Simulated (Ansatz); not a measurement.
What does this script print? It uses Ansatz 0.2.0 through its Python package.

`latl.py`
```python
"""Geometry optimisation of LaTl from a disturbed start."""

import warnings

import ansatz as az
from ase.data import atomic_numbers
import numpy as np
from pymatgen.core import Lattice, Structure
from pymatgen.io.ase import AseAtomsAdaptor
import spglib


def main() -> None:
    warnings.simplefilter("ignore", az.DeckWarning)

    pmg_structure = Structure(
        Lattice([(3.936, 0.0, 0.0), (0.0, 3.936, 0.0), (0.0, 0.0, 3.936)]),
        ["La", "Tl"],
        [
            (0.0, 0.0, 0.0),
            (0.5, 0.5, 0.5),
        ],
    )
    cell = az.Crystal.from_ase(AseAtomsAdaptor.get_atoms(pmg_structure))
    # push one atom off its site

    setup = (
        cell.move(0, to=(0.0254, -0.0254, 0.0254)).calculation()
        .occupations("methfessel_paxton", width=0.1)
        .kpoints(mesh=(5, 5, 5))
        .scf(tolerance=1e-09, self_checks="low")
        .mixing("msr1")
        .functional("PBEsol")
        .relax(max_steps=100)
        .density()
    )
    steps = []


    def collect(event):
        if event["event"] == "relax_step":
            steps.append(event["data"])


    res = setup.session().plan().execute(on_event=collect)
    data = res.report
    print("step   energy (eV)     max force (eV/A)  SCF")
    for s in steps:
        print(f"{s['step']:4d} {s['lagrangian_ev']:15.5f} {s['allowed_force_max_ev_ang']:12.4f} {s['n_scf']:5d}")

    first, last = steps[0], steps[-1]
    symbols = [site.symbol for site in res.lattice.sites]
    print(f"energy gained {first['lagrangian_ev'] - last['lagrangian_ev']:.4f} eV in {len(steps) - 1} steps")

    print("relaxed fractional positions")
    for site in res.lattice.sites:
        print(f"  {site.symbol:2s}", " ".join(f"{v % 1:8.5f}" for v in np.round(site.position_frac, 5)))

    fractions = [site.position_frac for site in res.lattice.sites]
    numbers = [atomic_numbers[s] for s in symbols]
    for tolerance in (1e-3, 1e-2, 1e-1):
        print(f"space group at {tolerance} A:", spglib.get_spacegroup((res.lattice.cell_ang, fractions, numbers), symprec=tolerance))

    print(f"free energy      {data['free_energy_ev']:.5f} eV")
    print(f"per atom         {data['free_energy_ev'] / len(res.lattice.sites):.5f} eV")
    print(f"SCF iterations   {data['n_iterations']}  (converged: {data['converged']})")

    rho = res.density()
    total = sum(ch.density_e_per_ang3 for ch in rho.channels[:2]) if len(rho.channels) < 3 else rho.channels[0].density_e_per_ang3
    print("grid", rho.dims, "electrons", round(float(total.mean() * rho.cell_volume_ang3), 4))
    print(f"density range {total.min():.4f} to {total.max():.4f} e/A^3")
    print(np.array2string(total[:: max(rho.dims[0] // 8, 1), :: max(rho.dims[1] // 8, 1), 0], precision=3, suppress_small=True))


if __name__ == "__main__":
    main()
```

```console
$ python latl.py
step   energy (eV)     max force (eV/A)  SCF
   1    -17457.84757       0.1896     7
   2    -17457.87491       0.0440     7
   3    -17457.87641       0.0009     6
energy gained 0.0288 eV in 2 steps
relaxed fractional positions
  La  0.01276  0.98724  0.01276
  Tl  0.51264  0.48736  0.51264
space group at 0.001 A: R3m (160)
space group at 0.01 A: Pm-3m (221)
space group at 0.1 A: Pm-3m (221)
free energy      -17457.87641 eV
per atom         -8728.93820 eV
SCF iterations   6  (converged: True)
grid (27, 27, 27) electrons 24.0
density range 0.0748 to 9.0881 e/A^3
[[1.344 1.665 0.999 0.198 0.079 0.088 0.287 1.294 1.561]
 [1.561 1.666 0.775 0.166 0.079 0.085 0.231 1.037 1.683]
 [1.294 0.897 0.312 0.111 0.081 0.083 0.132 0.416 1.037]
 [0.287 0.205 0.118 0.091 0.089 0.089 0.094 0.132 0.231]
 [0.088 0.084 0.084 0.091 0.098 0.097 0.089 0.083 0.085]
 [0.079 0.079 0.083 0.092 0.099 0.098 0.089 0.081 0.079]
 [0.198 0.152 0.104 0.09  0.092 0.091 0.091 0.111 0.166]
 [0.999 0.664 0.241 0.104 0.083 0.084 0.118 0.312 0.775]
 [1.665 1.589 0.664 0.152 0.079 0.084 0.205 0.897 1.666]]
```

The settings weren't tested for convergence. For a metal this k-point mesh is coarse: on a finer one energies can move by several to tens of meV an atom and pressures by half a GPa or more, differences at one mesh by less. Energies along a relaxation are free energies. A last row that repeats the one before re-solves the same geometry more tightly. Spin-orbit coupling, which matters for elements this heavy, is left out. The fields are valence quantities on the plane-wave grid; their values near the nuclei depend on the potentials. The starting cell is as deposited in a crystallographic database; the results hold for this polymorph, which needn't be the stable one. Wall time of the script: 6 s on 1 thread of Arm Neoverse V2 (shared host), peak memory 0.45 GiB.

(Lines on the test bed's own set-up are left out of the output.)
